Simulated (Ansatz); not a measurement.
# BGeH₄ (doublet): the correlation ladder at a displaced geometry (v2), cc-pVDZ

How much of the correlation energy of BGeH₄ (doublet) does each wave-function method recover here?

The runs use Ansatz 0.2.0, Gaussian basis; cc-pVDZ, core rule «outside noble gas», up to 15 orbitals frozen.

To be run: UHF; CCSD(T) on ROHF; CCSD(T) on UHF; BCCD(T) on ROHF; CISD as a restricted active space (open shells left free, so some higher excitations enter); CCSDT(Q) on ROHF; CCSDT(Q) on UHF; CASSCF and MRCISD+Q, 9 electrons in 9 orbitals; CASSCF and NEVPT2, 9 electrons in 9 orbitals.

23 further runs of the same task are left out: 6 that didn't finish, 17 set aside as unsound or not needed. Runs told in other sessions of the task aren't counted.

## (1) The geometry

The geometry is a PBE0/def2-TZVP stationary point (not a proven minimum) with its atoms shifted at random (size 0.100 Å). No spin-orbit coupling is included. The filled d shell of Ge may be among the frozen orbitals whatever the setting's name suggests.

6 atoms, charge 0, spin multiplicity 2.

Atoms are counted from 1 here; the program's logs count them from 0.

Bond lengths: Ge1–B2 2.030 Å, Ge1–H3 1.525 Å, Ge1–H4 1.582 Å, Ge1–H5 1.650 Å, B2–H6 1.218 Å. Angles: B2–Ge1–H3 116.1°, B2–Ge1–H4 112.2°, B2–Ge1–H5 99.9°, H3–Ge1–H4 112.6°, H3–Ge1–H5 108.1°, H4–Ge1–H5 106.5°, Ge1–B2–H6 141.4°.

In the tables R marks a restricted open-shell determinant and U an unrestricted one; 'frontier' is the active space of 9 electrons in 9 orbitals; energies count from the table's Hartree-Fock row.

## (2) UHF

in.yaml reads:

```yaml
crystal:
  periodic: [false, false, false]
  atoms:
    - {symbol: Ge, position_ang: [0.022406, 0.016856, 0.265837]}
    - {symbol: B, position_ang: [-0.142468, -0.142997, -1.750936]}
    - {symbol: H, position_ang: [-0.065848, 1.428417, 0.836372]}
    - {symbol: H, position_ang: [1.259971, -0.790176, 0.831426]}
    - {symbol: H, position_ang: [-1.328508, -0.809309, 0.728543]}
    - {symbol: H, position_ang: [0.047732, 0.490077, -2.774341]}
basis:
  gaussian: {orbitals: cc-pVDZ}
magnetization: {spin_polarized: true, initial_magnetization: 1}
hamiltonian: {xc: hf}
output: {orbitals: {seedname: orbitals}}
```

On the command line:

```console
$ ansatz run in.yaml --threads 1 --pin off --events-out ev --progress --plain --max-ram 2393MiB
```

What it wrote:

```text
Functional definition: HF
  name "HF"
  cite "Fock, Z. Phys. 61, 126 (1930) doi:10.1007/BF01340294"
  parent pbe
  exchange = exact_x
  correlation = 0
632 factors; integrals over basis functions are off by at most 8.4e-4 eV
mean field evaluation 1: about -57203.6646 eV, gradient 9.1e0 eV
mean field evaluation 2: about -57203.6850 eV, gradient 9.1e0 eV
mean field evaluation 4: about -57204.9273 eV, gradient 8.8e-1 eV
mean field evaluation 8: about -57204.9491 eV, gradient 6.3e-2 eV
mean field evaluation 16: about -57203.1683 eV, gradient 1.1e1 eV
mean field evaluation 32: about -57204.2273 eV, gradient 4.1e-1 eV
mean field evaluation 64: about -57204.8953 eV, gradient 8.6e-1 eV
mean field -57204.94926038 eV, -2102.2431104117 hartree, gradient 2.7e-5 eV, S^2 0.757003; 2 other end points of the search recorded, 0 dependent functions left out
reference -57204.94926038 eV, -2102.2431104117 hartree; 21, 20 occupied and 40, 41 virtual orbitals, 632 factors
Total energy: -57204.94926038 eV, -2102.2431104117 hartree
```

Run time: 1.8 s. Hardware: 1 thread of Arm Neoverse V1, shared host.

From the report: ⟨S²⟩ of the determinant 0.757 (pure doublet: 0.75).

## (3) CCSD(T) on ROHF

in.yaml, as its differences from that of step 2:

```diff
@@ -11,4 +11,3 @@
   gaussian: {orbitals: cc-pVDZ}
-magnetization: {spin_polarized: true, initial_magnetization: 1}
-hamiltonian: {xc: hf}
-output: {orbitals: {seedname: orbitals}}
+magnetization: {spin_polarized: false, initial_magnetization: 1}
+correlation: {method: ccsd_t, electrons: outside_noble_gas}
```

The command is unchanged.

What it wrote, shortened:

```text
Functional definition: HF
  name "HF"
  cite "Fock, Z. Phys. 61, 126 (1930) doi:10.1007/BF01340294"
  parent pbe
[...]
632 factors; integrals over basis functions are off by at most 8.4e-4 eV
[...]
mean field -57204.89082005 eV, -2102.2409627691 hartree, gradient 1.9e-6 eV, S^2 0.750000; 5 other end points of the search recorded, 0 dependent functions left out
[...]
determinant -57204.89082005 eV, -2102.2409627691 hartree, with singles and doubles -57210.45521254 eV, -2102.4454504216 hartree
determinant -57204.10611844 eV, -2102.2121255171 hartree, with singles and doubles -57209.79991614 eV, -2102.4213687231 hartree
15 core orbitals not correlated: weight in the atoms' cores, before any rotation towards them, 0.999 or more for the frozen orbitals, at most 0.000 for the correlated occupied ones
reference -57204.89082005 eV, -2102.2409627691 hartree; 6, 5 occupied and 40, 41 virtual orbitals, 632 factors
second order -4.38295820 eV of doubles, -0.03524178 eV of singles
cycle   1  -5.56442317 eV  change   -3.1e-5 eV  update   6.5e-4
[...]
cycle  10  -5.56457045 eV  change   -5.8e-6 eV  update   2.6e-6
perturbative correction -0.12844764 eV, -0.0047203636 hartree
Total energy: -57210.58383813 eV, -2102.4501773249 hartree
```

It took 5.5 s on 1 thread of Arm Neoverse V1, shared host.

From the report: correlation -5.6930 eV; T1 0.017; largest double amplitude 0.03.

## (4) CCSD(T) on UHF

in.yaml, as its differences from that of step 3:

```diff
@@ -11,3 +11,3 @@
   gaussian: {orbitals: cc-pVDZ}
-magnetization: {spin_polarized: false, initial_magnetization: 1}
+magnetization: {spin_polarized: true, initial_magnetization: 1}
 correlation: {method: ccsd_t, electrons: outside_noble_gas}
```

Same command.

What it wrote, shortened:

```text
Functional definition: HF
  name "HF"
  cite "Fock, Z. Phys. 61, 126 (1930) doi:10.1007/BF01340294"
  parent pbe
[...]
632 factors; integrals over basis functions are off by at most 8.4e-4 eV
[...]
mean field -57204.94926038 eV, -2102.2431104117 hartree, gradient 1.8e-6 eV, S^2 0.757003; 5 other end points of the search recorded, 0 dependent functions left out
determinant -57204.94926038 eV, -2102.2431104117 hartree, with singles and doubles -57210.45653432 eV, -2102.4454989959 hartree
determinant -57204.22636383 eV, -2102.2165444535 hartree, with singles and doubles -57209.80087991 eV, -2102.4214041410 hartree
15 core orbitals not correlated: weight in the atoms' cores, before any rotation towards them, 0.999 or more for the frozen orbitals, at most 0.000 for the correlated occupied ones
reference -57204.94926038 eV, -2102.2431104117 hartree; 6, 5 occupied and 40, 41 virtual orbitals, 632 factors
second order -4.36341921 eV of doubles, -0.00000000 eV of singles
cycle   1  -5.50729196 eV  change   -1.8e-5 eV  update   5.6e-4
[...]
cycle  10  -5.50742125 eV  change   -6.1e-6 eV  update   3.1e-6
perturbative correction -0.12742874 eV, -0.0046829198 hartree
Total energy: -57210.58411037 eV, -2102.4501873294 hartree
```

Wall time 4.5 s (1 thread of Arm Neoverse V1, shared host).

From the report: ⟨S²⟩ of the determinant 0.757 (pure doublet: 0.75); correlation -5.6348 eV; T1 0.014; largest double amplitude 0.03.

## (5) BCCD(T) on ROHF

in.yaml, as its differences from that of step 4:

```diff
@@ -11,3 +11,3 @@
   gaussian: {orbitals: cc-pVDZ}
-magnetization: {spin_polarized: true, initial_magnetization: 1}
-correlation: {method: ccsd_t, electrons: outside_noble_gas}
+magnetization: {spin_polarized: false, initial_magnetization: 1}
+correlation: {method: bccd_t, electrons: outside_noble_gas}
```

Launched as before.

What it wrote, shortened:

```text
Functional definition: HF
  name "HF"
  cite "Fock, Z. Phys. 61, 126 (1930) doi:10.1007/BF01340294"
  parent pbe
[...]
632 factors; integrals over basis functions are off by at most 8.4e-4 eV
[...]
mean field -57204.89082005 eV, -2102.2409627691 hartree, gradient 1.9e-6 eV, S^2 0.750000; 5 other end points of the search recorded, 0 dependent functions left out
[...]
determinant -57204.89082005 eV, -2102.2409627691 hartree, with singles and doubles -57210.45521254 eV, -2102.4454504216 hartree
determinant -57204.10611844 eV, -2102.2121255171 hartree, with singles and doubles -57209.79991614 eV, -2102.4213687231 hartree
15 core orbitals not correlated: weight in the atoms' cores, before any rotation towards them, 0.999 or more for the frozen orbitals, at most 0.000 for the correlated occupied ones
reference -57204.89082005 eV, -2102.2409627691 hartree; 6, 5 occupied and 40, 41 virtual orbitals, 632 factors
second order -4.38295820 eV of doubles, -0.03524178 eV of singles
cycle   1  -5.56176211 eV  change    2.6e-3 eV  update   3.2e-3
[...]
cycle  11  -5.56049085 eV  change   -4.0e-6 eV  update   7.0e-6
perturbative correction -0.13320226 eV, -0.0048950927 hartree
Total energy: -57210.58451315 eV, -2102.4502021314 hartree
```

Run time: 5.5 s. Hardware: 1 thread of Arm Neoverse V1, shared host.

From the report: correlation -5.6937 eV; largest double amplitude 0.03.

## (6) CISD as a restricted active space (open shells left free, so some higher excitations enter)

in.yaml, as its differences from that of step 5:

```diff
@@ -12,2 +12,2 @@
 magnetization: {spin_polarized: false, initial_magnetization: 1}
-correlation: {method: bccd_t, electrons: outside_noble_gas}
+correlation: {active_space: {ras: {orbitals: [5, 1, 40], electrons: 11, max_holes: 2, max_particles: 2}, fixed_orbitals: true}}
```

Same command.

What it wrote:

```text
Functional definition: HF
  name "HF"
  cite "Fock, Z. Phys. 61, 126 (1930) doi:10.1007/BF01340294"
  parent pbe
  exchange = exact_x
  correlation = 0
632 factors; integrals over basis functions are off by at most 8.4e-4 eV
mean field evaluation 1: about -57203.6647 eV, gradient 1.2e1 eV
mean field evaluation 2: about -57203.6847 eV, gradient 1.2e1 eV
mean field evaluation 4: about -57204.8819 eV, gradient 7.2e-1 eV
mean field evaluation 8: about -57204.8900 eV, gradient 2.3e-1 eV
mean field evaluation 16: about -57204.4565 eV, gradient 2.7e0 eV
mean field evaluation 32: about -57204.8902 eV, gradient 8.5e-2 eV
mean field -57204.89082005 eV, -2102.2409627691 hartree, gradient 1.9e-6 eV, S^2 0.750000; 4 other end points of the search recorded, 0 dependent functions left out
reference -57204.89082005 eV, -2102.2409627691 hartree; 21, 20 occupied and 40, 41 virtual orbitals, 632 factors
state -57210.02796899 eV, -2102.4297495107 hartree
Total energy: -57210.02796899 eV, -2102.4297495107 hartree
```

It took 4.8 s on 1 thread of Arm Neoverse V1, shared host.

From the report: 105,046 determinants.

## (7) CCSDT(Q) on ROHF

in.yaml, as its differences from that of step 6:

```diff
@@ -12,2 +12,2 @@
 magnetization: {spin_polarized: false, initial_magnetization: 1}
-correlation: {active_space: {ras: {orbitals: [5, 1, 40], electrons: 11, max_holes: 2, max_particles: 2}, fixed_orbitals: true}}
+correlation: {method: ccsdt_q, electrons: outside_noble_gas}
```

Same command.

What it wrote, shortened:

```text
Functional definition: HF
  name "HF"
  cite "Fock, Z. Phys. 61, 126 (1930) doi:10.1007/BF01340294"
  parent pbe
[...]
1197 factors; integrals over basis functions are off by at most 2.1e-7 eV
[...]
mean field -57204.89093553 eV, -2102.2409670131 hartree, gradient 2.0e-6 eV, S^2 0.750000; 5 other end points of the search recorded, 0 dependent functions left out
[...]
determinant -57204.89093553 eV, -2102.2409670131 hartree, with singles and doubles -57210.45532605 eV, -2102.4454545931 hartree
determinant -57204.10623872 eV, -2102.2121299371 hartree, with singles and doubles -57209.80003367 eV, -2102.4213730422 hartree
15 core orbitals not correlated: weight in the atoms' cores, before any rotation towards them, 0.999 or more for the frozen orbitals, at most 0.000 for the correlated occupied ones
reference -57204.89093553 eV, -2102.2409670131 hartree; 6, 5 occupied and 40, 41 virtual orbitals, 1197 factors
second order -4.38299961 eV of doubles, -0.03524189 eV of singles
cycle   1  -5.24297492 eV  change   -8.2e-1 eV  update   7.6e-2
[...]
cycle  21  -5.72298443 eV  change    3.0e-7 eV  update   7.9e-7
perturbative correction -0.00456888 eV, -0.0001679032 hartree
Total energy: -57210.61848884 eV, -2102.4514507147 hartree
```

Wall time 1.9 min (1 thread of Arm Neoverse V1, shared host); peak memory 0.72 GiB.

From the report: correlation -5.7276 eV; T1 0.018; largest double amplitude 0.04.

## (8) CCSDT(Q) on UHF

in.yaml, as its differences from that of step 7:

```diff
@@ -11,3 +11,3 @@
   gaussian: {orbitals: cc-pVDZ}
-magnetization: {spin_polarized: false, initial_magnetization: 1}
+magnetization: {spin_polarized: true, initial_magnetization: 1}
 correlation: {method: ccsdt_q, electrons: outside_noble_gas}
```

Launched as before.

What it wrote, shortened:

```text
Functional definition: HF
  name "HF"
  cite "Fock, Z. Phys. 61, 126 (1930) doi:10.1007/BF01340294"
  parent pbe
[...]
1197 factors; integrals over basis functions are off by at most 2.1e-7 eV
[...]
mean field -57204.94937613 eV, -2102.2431146655 hartree, gradient 2.0e-6 eV, S^2 0.757003; 5 other end points of the search recorded, 0 dependent functions left out
determinant -57204.94937613 eV, -2102.2431146655 hartree, with singles and doubles -57210.45664789 eV, -2102.4455031696 hartree
determinant -57204.22648448 eV, -2102.2165488872 hartree, with singles and doubles -57209.80099762 eV, -2102.4214084665 hartree
15 core orbitals not correlated: weight in the atoms' cores, before any rotation towards them, 0.999 or more for the frozen orbitals, at most 0.000 for the correlated occupied ones
reference -57204.94937613 eV, -2102.2431146655 hartree; 6, 5 occupied and 40, 41 virtual orbitals, 1197 factors
second order -4.36346040 eV of doubles, -0.00000000 eV of singles
cycle   1  -5.18412348 eV  change   -8.2e-1 eV  update   7.6e-2
[...]
cycle  21  -5.66488579 eV  change    1.5e-7 eV  update   5.9e-7
perturbative correction -0.00474934 eV, -0.0001745350 hartree
Total energy: -57210.61901126 eV, -2102.4514699134 hartree
```

It took 1.7 min on 1 thread of Arm Neoverse V1, shared host; peak memory 0.61 GiB.

From the report: ⟨S²⟩ of the determinant 0.757 (pure doublet: 0.75); correlation -5.6696 eV; T1 0.015; largest double amplitude 0.04.

## (9) CASSCF and MRCISD+Q, 9 electrons in 9 orbitals

in.yaml, as its differences from that of step 8:

```diff
@@ -11,3 +11,3 @@
   gaussian: {orbitals: cc-pVDZ}
-magnetization: {spin_polarized: true, initial_magnetization: 1}
-correlation: {method: ccsdt_q, electrons: outside_noble_gas}
+magnetization: {spin_polarized: false, initial_magnetization: 1}
+correlation: {method: fic_mrcisd_q, electrons: outside_noble_gas, active_space: {window: {electrons: 9, orbitals: 9}}}
```

Same command.

What it wrote, shortened:

```text
Functional definition: HF
  name "HF"
  cite "Fock, Z. Phys. 61, 126 (1930) doi:10.1007/BF01340294"
  parent pbe
[...]
632 factors; integrals over basis functions are off by at most 8.4e-4 eV
[...]
mean field -57204.89082005 eV, -2102.2409627691 hartree, gradient 1.9e-6 eV, S^2 0.750000; 4 other end points of the search recorded, 0 dependent functions left out
reference -57204.89082005 eV, -2102.2409627691 hartree; 21, 20 occupied and 40, 41 virtual orbitals, 632 factors
state -57206.49867989 eV, -2102.3000505284 hartree
contracted CI cycle   1: correlation 0.00000000 eV, 0.0000000000 hartree, residual 1.49e1 eV
contracted CI cycle   2: correlation -3.63544271 eV, -0.1336000554 hartree, residual 2.94e0 eV
contracted CI cycle   3: correlation -3.78614207 eV, -0.1391381548 hartree, residual 7.22e-1 eV
contracted CI cycle   4: correlation -3.79606235 eV, -0.1395027183 hartree, residual 2.32e-1 eV
[...]
contracted CI cycle   6: correlation -3.94924165 eV, -0.1451319536 hartree, residual 2.58e-2 eV
contracted CI cycle   7: correlation -3.94925483 eV, -0.1451324383 hartree, residual 1.14e-2 eV
contracted CI cycle   8: correlation -3.94925743 eV, -0.1451325338 hartree, residual 4.91e-3 eV
contracted CI cycle   9: correlation -3.94925790 eV, -0.1451325509 hartree, residual 1.89e-3 eV
contracted CI cycle  10: correlation -3.94925796 eV, -0.1451325532 hartree, residual 6.40e-4 eV
state -57206.33335503 eV, -2102.2939749517 hartree; corrected -57210.59687932 eV, -2102.4506565798 hartree
state -57206.33335503 eV, -2102.2939749517 hartree; corrected -57210.59687932 eV, -2102.4506565798 hartree
the orbitals are reached from a further start. From the first start the search ends at -57206.49866630 eV, -2102.3000500290 hartree
WARN: the results are in doubt because another end's mean lies 0.165 eV lower, and its corrected mean 0.008 eV higher
Total energy: -57210.59687932 eV, -2102.4506565798 hartree
In doubt: another end's mean lies 0.165 eV lower, and its corrected mean 0.008 eV higher
```

Run time: 30 s. Hardware: 1 thread of Arm Neoverse V1, shared host; peak memory 0.49 GiB.

From the report: 15,876 determinants; active occupations 2.00, 1.98, 1.97, 1.96, 1.00, 0.03, 0.03, 0.02, 0.01. The program marks this result as in doubt; its last lines say why.

## (10) CASSCF and NEVPT2, 9 electrons in 9 orbitals

in.yaml, as its differences from that of step 9:

```diff
@@ -12,2 +12,2 @@
 magnetization: {spin_polarized: false, initial_magnetization: 1}
-correlation: {method: fic_mrcisd_q, electrons: outside_noble_gas, active_space: {window: {electrons: 9, orbitals: 9}}}
+correlation: {method: sc_nevpt2, electrons: outside_noble_gas, active_space: {window: {electrons: 9, orbitals: 9}}}
```

Same command.

What it wrote, shortened:

```text
Functional definition: HF
  name "HF"
  cite "Fock, Z. Phys. 61, 126 (1930) doi:10.1007/BF01340294"
  parent pbe
[...]
632 factors; integrals over basis functions are off by at most 8.4e-4 eV
[...]
mean field -57204.89082005 eV, -2102.2409627691 hartree, gradient 1.9e-6 eV, S^2 0.750000; 4 other end points of the search recorded, 0 dependent functions left out
reference -57204.89082005 eV, -2102.2409627691 hartree; 21, 20 occupied and 40, 41 virtual orbitals, 632 factors
state -57206.49867989 eV, -2102.3000505284 hartree
state -57206.49867989 eV, -2102.3000505284 hartree; corrected -57209.46301869 eV, -2102.4089879700 hartree
state -57206.33335503 eV, -2102.2939749517 hartree
state -57206.33335503 eV, -2102.2939749517 hartree; corrected -57209.42144335 eV, -2102.4074601046 hartree
state -57206.49867989 eV, -2102.3000505284 hartree; corrected -57209.46301869 eV, -2102.4089879700 hartree
Total energy: -57209.46301869 eV, -2102.4089879700 hartree
```

It took 18 s on 1 thread of Arm Neoverse V1, shared host.

From the report: 15,876 determinants; active occupations 1.99, 1.98, 1.97, 1.97, 1.00, 0.04, 0.03, 0.02, 0.02.

## (11) All levels against the top one

The yardstick is UCCSDT(Q), where the cluster series has nearly closed. Rows without a time are mean-field rows or come out of runs for another level: lower rungs of the coupled-cluster runs, CASSCF and MRCISD of the multireference runs, or the Hartree-Fock search.

Differences are taken before rounding.

| method | energy from the lowest ROHF (kJ/mol) | from UCCSDT(Q) (kJ/mol) | time |
| --- | --- | --- | --- |
| ROHF | 0.0 | +552.7 |  |
| UHF | -5.6 | +547.0 |  |
| RMP2 | -426.3 | +126.4 |  |
| UMP2 | -426.6 | +126.0 |  |
| CISD | -495.7 | +57.0 | 4.8 s |
| RCCSD | -536.9 | +15.8 |  |
| UCCSD | -537.0 | +15.7 |  |
| RCCSD(T) | -549.3 | +3.4 | 5.5 s |
| UCCSD(T) | -549.3 | +3.4 | 4.5 s |
| BCCD(T) | -549.4 | +3.3 | 5.5 s |
| RCCSDT | -552.2 | +0.5 |  |
| UCCSDT | -552.2 | +0.5 |  |
| RCCSDT(Q) | -552.6 | +0.1 | 1.9 min |
| UCCSDT(Q) | -552.7 | 0 | 1.7 min |
| CASSCF frontier | -155.1 | +397.6 |  |
| NEVPT2 frontier | -441.2 | +111.5 | 18 s |

Among the levels timed on like hardware and quicker than the yardstick, those that no quicker one beats, quickest first: UCCSD(T) (4.5 s, +3.4 kJ/mol); BCCD(T) (5.5 s, +3.3 kJ/mol).

Not comparable, so not listed: CASSCF and MRCISD+Q, 9 electrons in 9 orbitals (they don't share determinant, frozen orbitals or solution with the rows shown, or repeat one).

## (12) Results

| quantity | value |
| --- | --- |
| UCCSDT(Q) from the ROHF energy | -5.7282 eV |
| RMP2 from UCCSDT(Q) | +126.4 kJ/mol |
| UMP2 from UCCSDT(Q) | +126.0 kJ/mol |
| RCCSD from UCCSDT(Q) | +15.8 kJ/mol |
| RCCSD(T) from UCCSDT(Q) | +3.4 kJ/mol |
| UCCSD(T) from UCCSDT(Q) | +3.4 kJ/mol |
| RCCSDT(Q) from UCCSDT(Q) | +0.1 kJ/mol |
| NEVPT2 frontier from UCCSDT(Q) | +111.5 kJ/mol |
| levels within 1 kcal/mol (43 meV) | RCCSD(T), UCCSD(T), BCCD(T), RCCSDT, UCCSDT, RCCSDT(Q) |
| T1 diagnostic | 0.017 |

RCCSD(T) lands +3.4 kJ/mol from the yardstick (0.6 % of the correlation energy). These misses are within one basis, not against nature; the frozen cores of restricted and unrestricted runs differ, which can shift their rows.

With open shells the CI space here admits some higher excitations, so it is larger than plain CISD.

For cost: BCCD(T) gets within 3.3 kJ/mol in 5.5 s, where UCCSDT(Q) took 1.7 min; the quickest level in the cost chart, UCCSD(T), takes 4.5 s and misses by 3.4 kJ/mol.
